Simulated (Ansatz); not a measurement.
# Ag: the cost of one run

Method: DFT PBEsol, scalar-relativistic, plane waves, PAW, in Ansatz 0.2.0.

## (1) The starting structure

The structure is trigonal, space group P3_121 (No. 152). Conventional cell: a = 3.782 Å, b = 3.782 Å, c = 4.290 Å, α = 90.00°, β = 90.00°, γ = 120.00°. Around Ag (site symmetry 2) lie 2 Ag at 2.06 Å.

Coordinates:

```cif
data_structure
_symmetry_space_group_name_H-M 'P 1'
_symmetry_Int_Tables_number 1
_cell_length_a 3.7817
_cell_length_b 3.7817
_cell_length_c 4.2904
_cell_angle_alpha 90.000
_cell_angle_beta 90.000
_cell_angle_gamma 120.000
_cell_volume 53.14
loop_
_atom_site_label
_atom_site_type_symbol
_atom_site_fract_x
_atom_site_fract_y
_atom_site_fract_z
_atom_site_occupancy
Ag1 Ag 0.22540 0.00000 0.33333 1
Ag2 Ag 0.00000 0.22540 0.66667 1
Ag3 Ag 0.77460 0.77460 0.00000 1
```

(A quick probe on a coarse mesh, which set the mesh and smearing, is not shown.)

## (3) A loose first relaxation

The input, input.yaml:

```yaml
crystal:
  lattice:
    - [3.7816700517, 0.0, 0.0]
    - [-1.8908350259, 3.2750223335, 0.0]
    - [0.0, 0.0, 4.2904312645]
  atoms:
    - { symbol: Ag, position: [0.2254, 0.0, 0.3333333333] }
    - { symbol: Ag, position: [0.0, 0.2254, 0.6666666667] }
    - { symbol: Ag, position: [0.7746, 0.7746, 0.0] }
basis:
  ecutwfc: 420
kpoints:
  mp_grid: { grid: [6, 6, 4] }
hamiltonian:
  xc: pbesol
scf:
  occupations: { method: gaussian, width: 0.1 }
  lower_state_search: "off"
output:
  forces: true
  stress: true
  eigenvalues: true
relax:
  adjacent_minimum: "off"
  f_tol: 0.04
  max_steps: 70
  cell: { stress_tol: 0.4 }
```

What time and memory should one allow on 1 thread of an x86-64 CPU, shared host?

About 58 s, with a peak of 0.41 GiB.
